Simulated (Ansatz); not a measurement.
# C₂H₈ClNOSi: up Jacob's ladder to CCSD(T)

An exercise on one series of results from a longer session: the logs are not shown, and one member is left open.

Program: Ansatz 0.2.0, Gaussian basis. Level of theory: functionals in def2-TZVPP, the program's frozen cores in correlated methods. These are calculated values, not measurements.

The runs, in order: PBE-D4, r2SCAN-D4, PBE0-D4, B3LYP-D4, ωB97X-V, ωB97M-V, B2PLYP; CCSD(T)/def2-TZVPP; MP2/def2-QZVPP; extrapolation to the limit.

### Structure used throughout

An earlier PBE0-D4 in a triple-zeta def2 set relaxation fixed the geometry.

SMILES `CN[SiH](Cl)OC`, 14 atoms, charge 0, spin multiplicity 1.

Atoms are counted from 1 here; the program's logs count them from 0.

Bond lengths: C1–N2 1.447 Å, C1–H7 1.093 Å, C1–H8 1.093 Å, C1–H9 1.096 Å, N2–Si3 1.688 Å, N2–H10 1.008 Å, Si3–Cl4 2.077 Å, Si3–O5 1.625 Å, Si3–H11 1.479 Å, O5–C6 1.410 Å, C6–H12 1.095 Å, C6–H13 1.094 Å, C6–H14 1.091 Å. Angles: N2–C1–H7 109.6°, N2–C1–H8 111.0°, N2–C1–H9 113.1°, H7–C1–H8 107.1°, H7–C1–H9 107.4°, H8–C1–H9 108.4°, C1–N2–Si3 124.0°, C1–N2–H10 114.5°, Si3–N2–H10 117.9°, N2–Si3–Cl4 114.6°, N2–Si3–O5 106.3°, N2–Si3–H11 109.6°, Cl4–Si3–O5 107.7°, Cl4–Si3–H11 104.2°, O5–Si3–H11 114.7°, Si3–O5–C6 126.6°, O5–C6–H12 111.1°, O5–C6–H13 111.4° and more.

Set-up of the first run:

Contents of in.yaml:

```yaml
crystal:
  periodic: [false, false, false]
  atoms:
    - {symbol: C, position_ang: [1.247603, -0.258285, -2.283754]}
    - {symbol: N, position_ang: [0.334069, -0.581502, -1.208701]}
    - {symbol: Si, position_ang: [0.166232, 0.339963, 0.195165]}
    - {symbol: Cl, position_ang: [-0.827541, 2.144312, -0.068776]}
    - {symbol: O, position_ang: [-0.708027, -0.558586, 1.229298]}
    - {symbol: C, position_ang: [-1.326602, -0.112910, 2.415257]}
    - {symbol: H, position_ang: [2.086094, 0.321399, -1.889915]}
    - {symbol: H, position_ang: [1.664447, -1.165842, -2.729009]}
    - {symbol: H, position_ang: [0.782878, 0.335566, -3.079106]}
    - {symbol: H, position_ang: [-0.434088, -1.176221, -1.477223]}
    - {symbol: H, position_ang: [1.502225, 0.732441, 0.693595]}
    - {symbol: H, position_ang: [-0.581925, 0.148391, 3.174150]}
    - {symbol: H, position_ang: [-1.961871, 0.758058, 2.230371]}
    - {symbol: H, position_ang: [-1.943474, -0.926775, 2.798650]}
basis:
  gaussian: {orbitals: def2-TZVPP}
hamiltonian: {xc: pbe, dispersion: d4}
output: {forces: true, orbitals: {seedname: orbitals}}
```

On the command line:

```console
> ansatz run in.yaml --threads 2 --pin off --events-out ev --progress --plain --max-ram 22528MiB --backend cuda --devices 0, --max-vram 18GiB
```

Among the steps run: PBE-D4 (GGA); r2SCAN-D4 (meta-GGA); PBE0-D4 (hybrid); B3LYP-D4 (hybrid); ωB97X-V (range-separated); ωB97M-V (range-separated); B2PLYP (double hybrid); CCSD(T) in def2-TZVPP; MP2 in def2-QZVPP.

One of the session's tables, all rows but one given; the rest of the session is left out.

| method | atomisation energy (kJ/mol) |
| --- | --- |
| PBE-D4 | 5305.0 |
| r2SCAN-D4 | 5227.1 |
| PBE0-D4 | 5222.7 |
| B3LYP-D4 | 5226.1 |
| ωB97X-V | 5248.6 |
| ωB97M-V | 5250.1 |
| B2PLYP | 5167.9 |
| HF/def2-TZVPP | 3798.3 |
| MP2/def2-TZVPP | 5166.8 |
| CCSD/def2-TZVPP | 5013.7 |
| CCSD(T)/def2-TZVPP | ? |
| MP2/CBS | 5314.9 |
| CCSD(T)/CBS | 5233.8 |

**Question.** Estimate the row for CCSD(T)/def2-TZVPP.

**Answer.** atomisation energy (kJ/mol): 5085.6. In the column «atomisation energy (kJ/mol)» it lies between CCSD/def2-TZVPP (5013.7) and MP2/def2-TZVPP (5166.8).
